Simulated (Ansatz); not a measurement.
**H₄SSiTeZn: a ladder of functionals and wavefunction methods**

One table from this session's results is given with a row withheld; the runs are named, their logs left out.

Computed with Ansatz 0.2.0, Gaussian basis. Level: functionals in def2-TZVPP, the program's frozen cores in correlated methods.

The runs, in order: LDA (SPW92), PBE-D4, revPBE-D4, BLYP-D4, r2SCAN-D4, B97M-V, PBE0-D4, B3LYP-D4, r2SCANh-D4, r2SCAN0-D4, HSE06-D4, BHLYP-D4, CAM-B3LYP-D4, LC-ωPBE, ωB97X-V, ωB97M-V, B2PLYP, PBE-QIDH; CCSD(T)/def2-SVP; CCSD(T)/def2-TZVPP; MP2/def2-QZVPP; extrapolation to the limit; RPA on PBE.

**Structure used throughout**

The geometry comes from an earlier relaxation with PBE0-D4 in a triple-zeta def2 set; it is a stationary point, not always the lowest conformer. Te takes the def2 core potential; no spin-orbit term is included.

SMILES `[ZnH][S][SiH2][TeH]`, 8 atoms, charge 0, spin multiplicity 1.

Atoms are counted from 1 here; the program's logs count them from 0.

Bond lengths: Zn1–S2 2.237 Å, Zn1–H5 1.541 Å, S2–Si3 2.090 Å, Si3–Te4 2.540 Å, Si3–H6 1.486 Å, Si3–H7 1.484 Å, Te4–H8 1.659 Å. Angles: S2–Zn1–H5 156.2°, Zn1–S2–Si3 91.5°, S2–Si3–Te4 108.8°, S2–Si3–H6 114.6°, S2–Si3–H7 113.6°, Te4–Si3–H6 101.6°, Te4–Si3–H7 108.3°, H6–Si3–H7 109.2°, Si3–Te4–H8 91.0°.

Set-up of the first run:

The input, in.yaml:

```yaml
crystal:
  periodic: [false, false, false]
  atoms:
    - {symbol: Zn, position_ang: [-0.866841, 0.845093, -1.495231]}
    - {symbol: S, position_ang: [1.208605, 0.009542, -1.485654]}
    - {symbol: Si, position_ang: [1.160189, -0.231912, 0.589760]}
    - {symbol: Te, position_ang: [-1.237747, 0.024435, 1.388029]}
    - {symbol: H, position_ang: [-2.122937, 1.495250, -2.107606]}
    - {symbol: H, position_ang: [1.846068, 0.841568, 1.354306]}
    - {symbol: H, position_ang: [1.663361, -1.551476, 1.045181]}
    - {symbol: H, position_ang: [-1.650698, -1.432489, 0.711214]}
basis:
  gaussian: {orbitals: def2-TZVPP}
hamiltonian: {xc: lda}
output: {orbitals: {seedname: orbitals}}
```

The run is started by

```
$ ansatz run in.yaml --threads 4 --pin off --events-out ev --progress --plain --max-ram 10444MiB
```

Steps of the session up to this table: LDA; PBE-D4 (GGA); revPBE-D4 (GGA); BLYP-D4 (GGA); r2SCAN-D4 (meta-GGA); B97M-V (meta-GGA); PBE0-D4 (hybrid); B3LYP-D4 (hybrid); r2SCANh-D4 (hybrid); r2SCAN0-D4 (hybrid); HSE06-D4 (hybrid); BHLYP-D4 (hybrid); CAM-B3LYP-D4 (range-separated); LC-ωPBE (range-separated); ωB97X-V (range-separated); ωB97M-V (range-separated); B2PLYP (double hybrid); PBE-QIDH (double hybrid).

One table of the session follows, with a row left open; its other results are not shown here.

It belongs to the step «Frontier levels by functional». 

| functional | HOMO (eV) | gap (eV) |
| --- | --- | --- |
| LDA (SPW92) | -6.19 | 3.96 |
| PBE-D4 | -6.05 | 4.00 |
| revPBE-D4 | -6.00 | 4.03 |
| BLYP-D4 | -5.87 | 3.92 |
| r2SCAN-D4 | -6.31 | 4.47 |
| B97M-V | -6.35 | 4.39 |
| PBE0-D4 | -7.09 | 5.82 |
| B3LYP-D4 | -6.86 | 5.37 |
| r2SCANh-D4 | -6.69 | 5.13 |
| r2SCAN0-D4 | -7.27 | 6.11 |
| HSE06-D4 | -6.71 | 5.07 |
| BHLYP-D4 | -7.96 | 7.51 |
| CAM-B3LYP-D4 | ? | ? |
| LC-ωPBE | -9.52 | 10.30 |
| ωB97X-V | -9.22 | 9.89 |
| ωB97M-V | -9.08 | 9.55 |

**Question.** Estimate the row for CAM-B3LYP-D4.

The run gave: HOMO (eV): -8.25; gap (eV): 7.95. In the column «HOMO (eV)» it lies between ωB97M-V (-9.08) and BHLYP-D4 (-7.96).
